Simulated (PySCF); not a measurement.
**NaAs−: from the state search to spectroscopic constants**

One job finds the state of NaAs−, follows it along the bond with each method and fits the curves.

The runs use PySCF 2.14.0; Na def2-SVPD, As def2-SVPD, no relativity.

7 further runs of the same task are left out: 7 set aside as unsound or not needed.

## 1. The job

A driver script around PySCF takes these settings:

```
atoms                         : Na, As
charge                        : -1
basis                         : Na def2-SVPD, As def2-SVPD
Hamiltonian                   : no relativity
basis functions               : 56
electrons treated             : 45
masses in u                   : 22.9898, 74.9216
levels                        : PBE0, r²SCAN, r²SCANh, LC-ωPBE
grid                          : 80 radial by 434 angular points
occupations                   : held fixed by the projection of orbital angular momentum
dissociation limit            : Na + As−, each in its ground configuration
starting distance in angstrom : 2.850
values of 2S to try           : 1, 3
```

Launch:

```sh
> OMP_NUM_THREADS=1 python dia.py task.json out
```

After the search, every level is run at each distance in turn; below they are sorted by level.

## 2. PBE0 along the bond

State followed: ⁴Σ⁻ (quartet), unpaired electrons σ ↑, π ↑↑. The scan is laid around 2.921 Å.

The SCF at the reference distance, 2.921 Å, printed:

```text
******** <class 'pyscf.dft.uks_symm.SymAdaptedUKS'> ********
method = SymAdaptedUKS
initial guess = minao
damping factor = 0
level_shift factor = 0
DIIS = <class 'pyscf.scf.diis.CDIIS'>
diis_start_cycle = 1
diis_space = 10
diis_damp = 0
SCF conv_tol = 1e-09
SCF conv_tol_grad = None
SCF max_cycles = 60
direct_scf = False
max_memory 909 MB (current use 323 MB)
number electrons alpha = 24  beta = 21
XC library pyscf.dft.libxc version 7.0.0
    S. Lehtola, C. Steigemann, M. J.T. Oliveira, and M. A.L. Marques.,  SoftwareX 7, 1–5 (2018)
XC functionals = PBE0
    C. Adamo and V. Barone.,  J. Chem. Phys. 110, 6158 (1999)
    M. Ernzerhof and G. E. Scuseria.,  J. Chem. Phys. 110, 5029 (1999)
small_rho_cutoff = 0
Overwritten attributes  get_j get_k get_jk get_occ get_hcore  of <class 'pyscf.dft.uks_symm.SymAdaptedUKS'>
<class 'pyscf.dft.uks_symm.SymAdaptedUKS'> does not have attributes  refdm
Set gradient conv threshold to 3.16228e-05
init E= -2397.44674746592
cycle= 1 E= -2397.44845545307  delta_E= -0.00171  |g|= 0.00451  |ddm|= 0.0622
cycle= 2 E= -2397.4484673035  delta_E= -1.19e-05  |g|= 0.00354  |ddm|= 0.0185
cycle= 3 E= -2397.44847939792  delta_E= -1.21e-05  |g|= 0.000627  |ddm|= 0.0113
cycle= 4 E= -2397.44847958285  delta_E= -1.85e-07  |g|= 0.000117  |ddm|= 0.00214
cycle= 5 E= -2397.44847962898  delta_E= -4.61e-08  |g|= 3.4e-05  |ddm|= 0.00208
cycle= 6 E= -2397.44847963319  delta_E= -4.21e-09  |g|= 1.75e-05  |ddm|= 0.000416
cycle= 7 E= -2397.4484796341  delta_E= -9.12e-10  |g|= 2.6e-06  |ddm|= 0.000241
Extra cycle  E= -2397.44847963414  delta_E= -3.5e-11  |g|= 1.34e-06  |ddm|= 5.05e-05
converged SCF energy = -2397.44847963414  <S^2> = 3.7572881  2S+1 = 4.0036424
```

Points of the scan, energies from the lowest:

```tsv
R (Å)	E (eV)	μ (D)	Mulliken charge of Na (e)	Mayer bond order	⟨S²⟩	HOMO (eV)	LUMO (eV)
2.5121	0.2590	7.19	-0.44	0.91	3.75	0.84	1.81
2.6289	0.1131	7.20	-0.46	0.92	3.76	0.79	1.88
2.7457	0.0344	7.18	-0.49	0.92	3.76	0.74	1.94
2.8334	0.0072	7.15	-0.51	0.92	3.76	0.71	1.98
2.9210	0.0000	7.10	-0.52	0.92	3.76	0.67	2.02
3.0086	0.0079	7.06	-0.53	0.91	3.76	0.63	2.05
3.1255	0.0355	6.99	-0.54	0.89	3.76	0.58	2.10
3.2715	0.0879	6.90	-0.54	0.87	3.76	0.51	2.14
3.4468	0.1651	6.82	-0.54	0.84	3.77	0.44	2.19
3.6805	0.2763	6.77	-0.54	0.79	3.77	0.34	2.12
```

Fit: Re = 2.915 Å, ωe = 175.7 cm⁻¹, ωexe = 1.03 cm⁻¹, αe = 0.000944 cm⁻¹, Be = 0.1128 cm⁻¹, De = 1.85 eV, μ = 7.11 D.

Orbitals nearest the gap at 2.921 Å:

```tsv
spin	orbital	ε (eV)	filled	made of
β	π	-27.48	yes	Na p 100 %
β	π	-27.48	yes	Na p 100 %
β	σ	-27.40	yes	Na p 100 %
α	σ	-10.74	yes	As s 99 %
β	σ	-8.52	yes	As s 99 %
α	π	-1.75	yes	As p 96 %
α	π	-1.75	yes	As p 96 %
α	σ	-1.33	yes	As p 79 %, Na s 18 %
β	σ	-0.50	yes	As p 70 %, Na s 26 %
α	σ	0.67	yes	Na s 58 %, Na p 32 %
β	π	2.02	no	As p 72 %, Na p 27 %
β	π	2.02	no	As p 72 %, Na p 27 %
α	π	2.71	no	Na p 97 %
α	π	2.71	no	Na p 97 %
```

Polarisability there: 317.1 bohr³ along the bond, 303.9 across it.

## 3. Orbitals, density and potential

Orbitals, density, ELF and potential are computed afterwards from the orbital file.

Frontier orbitals at PBE0 (alpha spin), with the share of their density that lies nearest to each atom:

```tsv
orbital	energy (eV)	lies on
HOMO	0.67	Na1 90 %; As2 10 %
LUMO	2.71	Na1 81 %; As2 19 %
```

ELF in a plane through or near 2 of the atoms.

Ten even steps from '0' (0.00) to '9' (1.00):
```
8999999875310000000011000000
9999999985310011222222221000
9999999975211133344444443100
9999999632112355556666555420
9999997310012456666776665531
9999961000001577777788776652
9999820011000588765578887764
9999400356410388522247888775
9998202688840287246525888776
9998103767750286266734898876
9998103767850286266734898876
9998202688840287246525888776
9999400356410388522247888775
9999820011000588765578887764
9999961000001577777788776652
9999997310012456666776665531
9999999632112355556666555420
9999999975211133344444443100
9999999985310011222222221000
8999999875310000000011000000
```
The map spans 8.1 Å across and 5.2 Å up, centred on the molecule. Atoms in the plane (x, y in Å): Na1 (-1.5, 0.0), As2 (1.5, 0.0).

log10 of the density (e/Å³) in the same plane.

Ten even steps from '0' (-3.8) to '9' (3.1):
```
1222222222211111111111111000
2222222222222222222222211100
2222222222222222233322222110
2222222222222233333333322211
2222222222222333333333332221
2222222333333334444444333221
2222333344333344445444433322
2223333455543344555554443322
2233334566654445567755443322
2233334679754445679865443322
2233334679754445679865443322
2233334566654445567755443322
2223333455543344555554443322
2222333344333344445444433322
2222222333333334444444333221
2222222222222333333333332221
2222222222222233333333322211
2222222222222222233322222110
2222222222222222222222211100
1222222222211111111111111000
```
The map spans 8.1 Å across and 5.2 Å up, centred on the molecule. Atoms in the plane (x, y in Å): Na1 (-1.5, 0.0), As2 (1.5, 0.0).

On the surface of density 0.002 e/bohr³ the electrostatic potential runs, from the 1st to the 99th percentile, from -4.88 V near As2 to -1.37 V near Na1.

The spin density lies nearest to As2 73 %; Na1 27 %.

## 4. r²SCAN (meta-GGA)

Output of the SCF at 2.921 Å:

```text
******** <class 'pyscf.dft.uks_symm.SymAdaptedUKS'> ********
method = SymAdaptedUKS
initial guess = minao
damping factor = 0
level_shift factor = 0
DIIS = <class 'pyscf.scf.diis.CDIIS'>
diis_start_cycle = 1
diis_space = 10
diis_damp = 0
SCF conv_tol = 1e-09
SCF conv_tol_grad = None
SCF max_cycles = 60
direct_scf = False
max_memory 909 MB (current use 377 MB)
number electrons alpha = 24  beta = 21
XC library pyscf.dft.libxc version 7.0.0
    S. Lehtola, C. Steigemann, M. J.T. Oliveira, and M. A.L. Marques.,  SoftwareX 7, 1–5 (2018)
XC functionals = R2SCAN
    J. W. Furness, A. D. Kaplan, J. Ning, J. P. Perdew, and J. Sun.,  J. Phys. Chem. Lett. 11, 8208-8215 (2020)
    J. W. Furness, A. D. Kaplan, J. Ning, J. P. Perdew, and J. Sun.,  J. Phys. Chem. Lett. 11, 9248-9248 (2020)
    J. W. Furness, A. D. Kaplan, J. Ning, J. P. Perdew, and J. Sun.,  J. Phys. Chem. Lett. 11, 8208-8215 (2020)
    J. W. Furness, A. D. Kaplan, J. Ning, J. P. Perdew, and J. Sun.,  J. Phys. Chem. Lett. 11, 9248-9248 (2020)
small_rho_cutoff = 0
Set gradient conv threshold to 3.16228e-05
init E= -2397.78599100748
cycle= 1 E= -2397.78662901988  delta_E= -0.000638  |g|= 0.00886  |ddm|= 0.198
cycle= 2 E= -2397.78664721545  delta_E= -1.82e-05  |g|= 0.00714  |ddm|= 0.0432
cycle= 3 E= -2397.78666329491  delta_E= -1.61e-05  |g|= 0.00058  |ddm|= 0.0175
cycle= 4 E= -2397.78666384734  delta_E= -5.52e-07  |g|= 0.000588  |ddm|= 0.00696
cycle= 5 E= -2397.78666431021  delta_E= -4.63e-07  |g|= 7.26e-05  |ddm|= 0.00571
cycle= 6 E= -2397.78666431575  delta_E= -5.53e-09  |g|= 3.02e-05  |ddm|= 0.000694
cycle= 7 E= -2397.78666431687  delta_E= -1.13e-09  |g|= 6.75e-06  |ddm|= 0.000318
cycle= 8 E= -2397.78666431696  delta_E= -9.05e-11  |g|= 1.33e-06  |ddm|= 9.08e-05
Extra cycle  E= -2397.78666431696  delta_E= 5.91e-12  |g|= 1.8e-06  |ddm|= 1.89e-05
converged SCF energy = -2397.78666431696  <S^2> = 3.7583998  2S+1 = 4.0041977
```

Re = 2.936 Å, ωe = 170.3 cm⁻¹, ωexe = 1.06 cm⁻¹, αe = 0.000969 cm⁻¹, Be = 0.1111 cm⁻¹, De = 1.88 eV, μ = 7.21 D.

## 5. r²SCANh (hybrid meta-GGA)

Log of the SCF at 2.921 Å:

```text
******** <class 'pyscf.dft.uks_symm.SymAdaptedUKS'> ********
method = SymAdaptedUKS
initial guess = minao
damping factor = 0
level_shift factor = 0
DIIS = <class 'pyscf.scf.diis.CDIIS'>
diis_start_cycle = 1
diis_space = 10
diis_damp = 0
SCF conv_tol = 1e-09
SCF conv_tol_grad = None
SCF max_cycles = 60
direct_scf = False
max_memory 909 MB (current use 379 MB)
number electrons alpha = 24  beta = 21
XC library pyscf.dft.libxc version 7.0.0
    S. Lehtola, C. Steigemann, M. J.T. Oliveira, and M. A.L. Marques.,  SoftwareX 7, 1–5 (2018)
XC functionals = HYB_MGGA_XC_R2SCANH
    M. Bursch, H. Neugebauer, S. Ehlert, and S. Grimme.,  J. Chem. Phys. 156, 134105 (2022)
small_rho_cutoff = 0
Set gradient conv threshold to 3.16228e-05
init E= -2397.77868087377
cycle= 1 E= -2397.77907785951  delta_E= -0.000397  |g|= 0.00589  |ddm|= 0.176
cycle= 2 E= -2397.77908176261  delta_E= -3.9e-06  |g|= 0.008  |ddm|= 0.0452
cycle= 3 E= -2397.77911479714  delta_E= -3.3e-05  |g|= 0.000534  |ddm|= 0.0192
cycle= 4 E= -2397.77911576151  delta_E= -9.64e-07  |g|= 0.000261  |ddm|= 0.0101
cycle= 5 E= -2397.77911595938  delta_E= -1.98e-07  |g|= 6.55e-05  |ddm|= 0.00363
cycle= 6 E= -2397.77911597097  delta_E= -1.16e-08  |g|= 1.55e-05  |ddm|= 0.00106
cycle= 7 E= -2397.77911597146  delta_E= -4.9e-10  |g|= 5.52e-06  |ddm|= 0.000156
Extra cycle  E= -2397.77911597153  delta_E= -6.82e-11  |g|= 4.43e-06  |ddm|= 5.12e-05
converged SCF energy = -2397.77911597153  <S^2> = 3.7590229  2S+1 = 4.0045089
```

Re = 2.930 Å, ωe = 172.2 cm⁻¹, ωexe = 1.06 cm⁻¹, αe = 0.000958 cm⁻¹, Be = 0.1116 cm⁻¹, De = 1.85 eV, μ = 7.10 D. 14 s of CPU time for 12 points, integrals apart.

## 6. LC-ωPBE (range-separated hybrid)

Log of the SCF at 2.921 Å:

```text
******** <class 'pyscf.dft.uks_symm.SymAdaptedUKS'> ********
method = SymAdaptedUKS
initial guess = minao
damping factor = 0
level_shift factor = 0
DIIS = <class 'pyscf.scf.diis.CDIIS'>
diis_start_cycle = 1
diis_space = 10
diis_damp = 0
SCF conv_tol = 1e-09
SCF conv_tol_grad = None
SCF max_cycles = 60
direct_scf = False
max_memory 909 MB (current use 379 MB)
number electrons alpha = 24  beta = 21
XC library pyscf.dft.libxc version 7.0.0
    S. Lehtola, C. Steigemann, M. J.T. Oliveira, and M. A.L. Marques.,  SoftwareX 7, 1–5 (2018)
XC functionals = LC_WPBE
    O. A. Vydrov and G. E. Scuseria.,  J. Chem. Phys. 125, 234109 (2006)
small_rho_cutoff = 0
Set gradient conv threshold to 3.16228e-05
init E= -2397.44315512482
cycle= 1 E= -2397.44556178366  delta_E= -0.00241  |g|= 0.0417  |ddm|= 0.16
cycle= 2 E= -2397.44590563377  delta_E= -0.000344  |g|= 0.0311  |ddm|= 0.0632
cycle= 3 E= -2397.4460972917  delta_E= -0.000192  |g|= 0.00346  |ddm|= 0.028
cycle= 4 E= -2397.44616058947  delta_E= -6.33e-05  |g|= 0.00157  |ddm|= 0.0383
cycle= 5 E= -2397.44617968837  delta_E= -1.91e-05  |g|= 0.000651  |ddm|= 0.0334
cycle= 6 E= -2397.44618321582  delta_E= -3.53e-06  |g|= 0.000215  |ddm|= 0.0189
cycle= 7 E= -2397.44618349975  delta_E= -2.84e-07  |g|= 6.84e-05  |ddm|= 0.00424
cycle= 8 E= -2397.44618352578  delta_E= -2.6e-08  |g|= 1.81e-05  |ddm|= 0.00131
cycle= 9 E= -2397.44618352776  delta_E= -1.98e-09  |g|= 5.33e-06  |ddm|= 0.000668
cycle= 10 E= -2397.44618352793  delta_E= -1.69e-10  |g|= 1.31e-06  |ddm|= 0.000191
Extra cycle  E= -2397.44618352794  delta_E= -1.68e-11  |g|= 8.33e-07  |ddm|= 1.91e-05
converged SCF energy = -2397.44618352794  <S^2> = 3.7581558  2S+1 = 4.0040758
```

Re = 2.879 Å, ωe = 188.2 cm⁻¹, ωexe = 0.922 cm⁻¹, αe = 0.000871 cm⁻¹, Be = 0.1156 cm⁻¹, De = 1.75 eV, μ = 6.89 D. 16 s of CPU time for 12 points, integrals apart.

## 7. All curves

Energy (eV) from each level's lowest point:

```tsv
R (Å)	r²SCAN	r²SCANh	PBE0	LC-ωPBE
2.512	0.278	0.274	0.259	0.231
2.629	0.126	0.123	0.113	0.092
2.746	0.042	0.040	0.034	0.021
2.833	0.011	0.010	0.007	0.000
2.921	0.000	0.000	0.000	0.000
3.009	0.004	0.005	0.008	0.015
3.126	0.027	0.030	0.035	0.052
3.272	0.074	0.078	0.088	0.118
3.447	0.145	0.151	0.165	0.213
3.680	0.248	0.257	0.276	0.349
```

The whole job (state search and all levels along the bond) took 3.2 min on 1 thread of Oxide Virtual Turin-like (shared host), peak memory 0.81 GiB.

## 8. What came out

Lowest PBE0 solution found, without spin–orbit coupling: ⁴Σ⁻ (quartet), unpaired electrons σ ↑, π ↑↑.

```tsv
level	Re (Å)	ωe (cm⁻¹)	De (eV)	μ (D)
r²SCAN	2.936	170.3	1.88	7.21
r²SCANh	2.930	172.2	1.85	7.10
PBE0	2.915	175.7	1.85	7.11
LC-ωPBE	2.879	188.2	1.75	6.89
```

De is counted to Na + As− in their ground configurations. A positive dipole points from Na to As; in an ion it is taken about the centre of mass and does not tell which atom is negative.

Time per point (s) on 1 thread of Oxide Virtual Turin-like, shared host (CPU time, shared integrals of 0.32 s apart; correlated levels include their reference); the times are rough: r²SCAN 1, r²SCANh 1.2, PBE0 1.5, LC-ωPBE 1.4.

**Reading.** The methods spread over 0.058 Å in bond length, from LC-ωPBE to r²SCAN. Among the levels with a De in the table, it runs from 1.75 eV (LC-ωPBE) to 1.88 eV (r²SCAN).

With some functionals the highest level of the anion is positive, from self-interaction error or because the anion is truly unbound there; the finite basis then holds the extra electron, and no neutral molecule was run to test the binding.
